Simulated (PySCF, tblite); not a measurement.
# C5H10B radical: geometry, infrared bands and EPR parameters

What infrared bands and EPR parameters should C5H10B radical (`B1C[CH]CCC1`) show?

The runs use tblite 0.8.0 and PySCF 2.14.0, with density-fitted response routines of our own; the level of theory stands in each step. All values are computed, except where a source is named. Atoms count from 0, in the outputs and in this text.

**1. The starting structure**

16 atoms, charge 0, multiplicity 2; geometry from: force field or distance geometry start.

Bonds of the start (Å): B0–C1 1.61, C1–C2 1.53, C2–C3 1.53, C3–C4 1.55, C4–C5 1.53, C5–B0 1.58, B0–H6 1.18, C1–H7 1.11, C1–H8 1.10, C2–H9 1.12, C3–H10 1.10, C3–H11 1.12, C4–H12 1.11, C4–H13 1.10, C5–H14 1.11, C5–H15 1.10.

**2. Geometry optimisation with GFN2-xTB**

What the job is given:

```
{"job": {"kind": "relax", "xc": "GFN2-xTB", "basis": "xTB"}, "charge": 0, "multiplicity": 2}
B     -0.098800     0.967600     1.169500
C     -1.361400     0.977200     0.171200
C     -1.433600    -0.368700    -0.560600
C     -0.113400    -0.744500    -1.241000
C      1.011300    -0.900900    -0.183300
C      1.256700     0.405800     0.577400
H     -0.254400     1.111600     2.330600
H     -2.284600     1.151000     0.758700
H     -1.226300     1.791500    -0.553500
H     -1.782100    -1.174000     0.128300
H      0.162400     0.017000    -1.985300
H     -0.250100    -1.720300    -1.763800
H      1.944500    -1.194900    -0.698500
H      0.756300    -1.712000     0.521400
H      1.975400     0.234900     1.410500
H      1.690600     1.167700    -0.093100
```

Run with:

```sh
$ OMP_NUM_THREADS=1 python probes_run.py task.json out
```

This one command runs all jobs of the session in turn.

**Question.** This job is followed by: GFN2-xTB harmonic vibrations, gas phase; UKS B3LYP, pcH-1 on B C H, non-relativistic, mean-field spin-orbit, GIAO. Predict these results of the whole session: strongest single infrared mode (GFN2-xTB); zero-point energy (GFN2-xTB); g(iso) (B3LYP); ⟨S²⟩; largest a(iso) (averaged by class); potential on the surface of density 0.002 e/bohr³, 1st and 99th percentile.

The runs gave:

| quantity | value |
| --- | --- |
| strongest single infrared mode (GFN2-xTB) | 2626 cm⁻¹, 165 km/mol |
| zero-point energy (GFN2-xTB) | 86.5 kcal/mol |
| g(iso) (B3LYP) | 2.00295 |
| ⟨S²⟩ | 0.753 (exact 0.75) |
| largest a(iso) (averaged by class) | 13C on C4, 77.8 MHz |
| potential on the surface of density 0.002 e/bohr³, 1st and 99th percentile | -0.61 V and 0.89 V |

**Reading.** Over 67 steps the energy fell by 0.784 eV; of the close pairs, B0–C2 changed most, 2.561 to 1.765 Å. The frame itself reshapes: B0···C2 goes from 2.56 to 1.76 Å. No mode is imaginary among the 42: a minimum at this level. The strongest single mode, at 2626 cm⁻¹, moves mainly H6. Unscaled tight-binding wavenumbers are off by several per cent, some by more. Its intensities can rank the bands wrongly. The largest spin populations lie on C2 (0.47 e), B0 (0.41 e). The isotropic g lies 0.6 ppt above the free-electron value.
